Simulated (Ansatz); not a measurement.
# LuBeSi4: the cost of one run

Computed with Ansatz 0.2.0 (DFT PBE, scalar-relativistic, plane waves, PAW, unless a step's input says otherwise).

### 1 Starting point

It takes space group P6/mmm (No. 191, hexagonal). Conventional cell: a = 4.124 Å, b = 4.124 Å, c = 7.587 Å, α = 90.00°, β = 90.00°, γ = 120.00°. Lu (site symmetry 6/mmm) has 8 Si at 2.19 to 2.38 Å as nearest neighbours. Be (site symmetry 6/mmm) is surrounded by 2 Si at 1.60 Å. Si (site symmetry 6mm) is surrounded by 1 Be at 1.60 Å and 1 Lu at 2.19 Å. Si (site symmetry -6m2) has 3 Si at 2.38 Å and 3 Lu at 2.38 Å as nearest neighbours.

As a file:

```
Lu Be Si
1.0
     4.12368    0.00000    0.00000
    -2.06184    3.57121    0.00000
     0.00000    0.00000    7.58654
Lu Be Si
1 1 4
Direct
  0.00000 0.00000 0.50000
  0.00000 0.00000 0.00000
  0.00000 0.00000 0.21080
  0.00000 0.00000 0.78920
  0.33333 0.66667 0.50000
  0.66667 0.33333 0.50000
```

The cell is invented: random cell by space group and Wyckoff sites (P6/mmm, No. 191). The dimensions are guesses.

### 2 A first look at the guess

The input, input.yaml:

```yaml
crystal:
  lattice:
    - [4.12368003, 0.0, 0.0]
    - [-2.06184002, 3.57121167, 0.0]
    - [0.0, 0.0, 7.58653614]
  atoms:
    - { symbol: Lu, position: [0.0, 0.0, 0.5] }
    - { symbol: Be, position: [0.0, 0.0, 0.0] }
    - { symbol: Si, position: [0.0, 0.0, 0.21079992] }
    - { symbol: Si, position: [0.0, 0.0, 0.78920008] }
    - { symbol: Si, position: [0.33333333, 0.66666667, 0.5] }
    - { symbol: Si, position: [0.66666667, 0.33333333, 0.5] }
basis:
  ecutwfc: 420
kpoints:
  mp_grid: { grid: [6, 6, 2] }
hamiltonian:
  xc: pbe
scf:
  occupations: { method: gaussian, width: 0.1 }
  lower_state_search: "off"
output:
  forces: true
  stress: true
  eigenvalues: true
```

Launch:

```
$ ansatz run input.yaml --threads 1 --pin off --max-ram 2560MiB --backend cpu --events-out ev --progress --plain --runs-dir out
```

Q: Estimate wall time and peak memory on 1 thread of Intel Xeon 6975P-C (Granite Rapids), shared host.

About 1.9 s, with a peak of 0.44 GiB.
